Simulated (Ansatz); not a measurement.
# Cu: the cost of one run

Computed with Ansatz 0.2.0 (DFT PBEsol, scalar-relativistic, unless a step's input says otherwise).

## Step 1: Starting point

The structure is cubic, space group Fm-3m (No. 225). Conventional cell: a = 3.615 Å, b = 3.615 Å, c = 3.615 Å, α = 90.00°, β = 90.00°, γ = 90.00°. Cu (site symmetry m-3m) has 12 Cu at 2.56 Å as nearest neighbours.

As a file:

```cif
data_structure
_symmetry_space_group_name_H-M 'Fm-3m'
_symmetry_Int_Tables_number 225
_cell_length_a 3.6150
_cell_length_b 3.6150
_cell_length_c 3.6150
_cell_angle_alpha 90.000
_cell_angle_beta 90.000
_cell_angle_gamma 90.000
_cell_volume 47.24
loop_
_atom_site_label
_atom_site_type_symbol
_atom_site_symmetry_multiplicity
_atom_site_Wyckoff_symbol
_atom_site_fract_x
_atom_site_fract_y
_atom_site_fract_z
_atom_site_occupancy
Cu1 Cu 4 a 0.00000 0.00000 0.00000 1
```

The file gives the conventional cell by its symmetry; the runs use the cell typed in the input.

## Step 2: After the deformation

Space group Fm-3m before, I4/mmm after.

## Step 3: All-electron LAPW

input.yaml

```yaml
crystal:
  lattice:
    - [0.0, 1.8075, 1.789425]
    - [1.8075, 0.0, 1.789425]
    - [1.8075, 1.8075, 0.0]
  atoms:
    - { symbol: Cu, position: [0.0, 0.0, 0.0] }
kpoints:
  mp_grid: { grid: [17, 17, 17] }
  band_path:
    path:
      - [0.0, 0.0, 0.0]
      - [0.0, 0.5, 0.5]
      - [0.25, 0.75, 0.5]
      - [0.0, 0.5, 0.0]
      - [0.0, 0.0, 0.0]
      - [0.5, 0.5, 0.0]
      - [0.3775380063, 0.6224619937, 0.0]
      - [-0.3775380063, 0.3775380063, 0.0]
      - [0.0, 0.0, 0.0]
    npoints: 5
scf:
  occupations: { method: fermi_dirac, width: 0.03 }
hamiltonian:
  xc: pbesol
  pseudopotentials: { kind: all_electron, lapw: { basis_error: 0.00025 } }
output:
  forces: true
  stress: true
  eigenvalues: true
```

On the command line:

```console
$ ansatz run input.yaml --threads 1 --pin off --max-ram 3072MiB --backend cpu --events-out ev --progress --plain --runs-dir out
```

**Question.** How long does this run take on 1 thread of Arm Neoverse V2, shared host, and how much memory does it need?

About 31 s, with a peak of 0.57 GiB.
